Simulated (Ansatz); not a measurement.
# C₂H₈FNOSi: a ladder of functionals and wavefunction methods

The task here is to estimate one member of a computed series from the others.

Computed with Ansatz 0.2.0, Gaussian basis. Level: functionals in def2-TZVPP, the program's frozen cores in correlated methods.

Levels to be run: PBE-D4, r2SCAN-D4, PBE0-D4, B3LYP-D4, ωB97X-V, ωB97M-V, B2PLYP; CCSD(T)/def2-TZVPP; MP2/def2-QZVPP; extrapolation to the limit.

### The relaxed structure

An earlier PBE0-D4 in a triple-zeta def2 set relaxation fixed the geometry.

14 atoms, charge 0, spin multiplicity 1.

Atoms are counted from 1 here; the program's logs count them from 0.

Bond lengths: C1–O2 1.407 Å, C1–H7 1.095 Å, C1–H8 1.092 Å, C1–H9 1.096 Å, O2–Si3 1.631 Å, Si3–C4 1.849 Å, Si3–N5 1.702 Å, Si3–F6 1.598 Å, C4–H10 1.093 Å, C4–H11 1.092 Å, C4–H12 1.092 Å, N5–H13 1.007 Å, N5–H14 1.006 Å. Angles: O2–C1–H7 111.7°, O2–C1–H8 108.3°, O2–C1–H9 111.1°, H7–C1–H8 108.7°, H7–C1–H9 108.6°, H8–C1–H9 108.3°, C1–O2–Si3 124.6°, O2–Si3–C4 114.4°, O2–Si3–N5 109.1°, O2–Si3–F6 102.6°, C4–Si3–N5 109.6°, C4–Si3–F6 107.9°, N5–Si3–F6 113.2°, Si3–C4–H10 111.3°, Si3–C4–H11 111.3°, Si3–C4–H12 110.2°, H10–C4–H11 108.0°, H10–C4–H12 107.7° and more.

The first run:

File in.yaml:

```yaml
crystal:
  periodic: [false, false, false]
  atoms:
    - {symbol: C, position_ang: [0.382913, -1.474527, -1.395865]}
    - {symbol: O, position_ang: [-0.490809, -1.286181, -0.308641]}
    - {symbol: Si, position_ang: [-0.440178, -0.012599, 0.709565]}
    - {symbol: C, position_ang: [-0.872165, 1.607580, -0.069982]}
    - {symbol: N, position_ang: [1.110250, 0.082864, 1.405161]}
    - {symbol: F, position_ang: [-1.583793, -0.367601, 1.767300]}
    - {symbol: H, position_ang: [1.419025, -1.240411, -1.128771]}
    - {symbol: H, position_ang: [0.327852, -2.520417, -1.703572]}
    - {symbol: H, position_ang: [0.092705, -0.849896, -2.247970]}
    - {symbol: H, position_ang: [-0.835476, 2.421287, 0.658841]}
    - {symbol: H, position_ang: [-0.184984, 1.851310, -0.883376]}
    - {symbol: H, position_ang: [-1.885377, 1.571791, -0.476293]}
    - {symbol: H, position_ang: [1.528384, -0.721016, 1.845572]}
    - {symbol: H, position_ang: [1.431642, 0.937807, 1.828020]}
basis:
  gaussian: {orbitals: def2-TZVPP}
hamiltonian: {xc: pbe, dispersion: d4}
output: {forces: true, orbitals: {seedname: orbitals}}
```

Command:

```
ansatz run in.yaml --threads 2 --pin off --events-out ev --progress --plain --max-ram 32768MiB --backend cuda --devices 0, --max-vram 18GiB
```

Among the steps run: PBE-D4 (GGA); r2SCAN-D4 (meta-GGA); PBE0-D4 (hybrid); B3LYP-D4 (hybrid); ωB97X-V (range-separated); ωB97M-V (range-separated); B2PLYP (double hybrid); CCSD(T) in def2-TZVPP; MP2 in def2-QZVPP.

One table of the session follows, with a row left open; its other results are not shown here.

```
            method  atomisation energy (kcal/mol)
            PBE-D4                         1332.8
         r2SCAN-D4                         1314.5
           PBE0-D4                         1310.3
          B3LYP-D4                         1314.6
           ωB97X-V                              ?
           ωB97M-V                         1319.7
            B2PLYP                         1302.0
     HF/def2-TZVPP                          961.2
    MP2/def2-TZVPP                         1303.9
   CCSD/def2-TZVPP                         1264.5
CCSD(T)/def2-TZVPP                         1281.6
           MP2/CBS                         1340.2
       CCSD(T)/CBS                         1317.9
```

Q: Estimate the row for ωB97X-V from the others.

**Answer.** atomisation energy (kcal/mol): 1318.4. In the column «atomisation energy (kcal/mol)» it lies between CCSD(T)/CBS (1317.9) and ωB97M-V (1319.7).
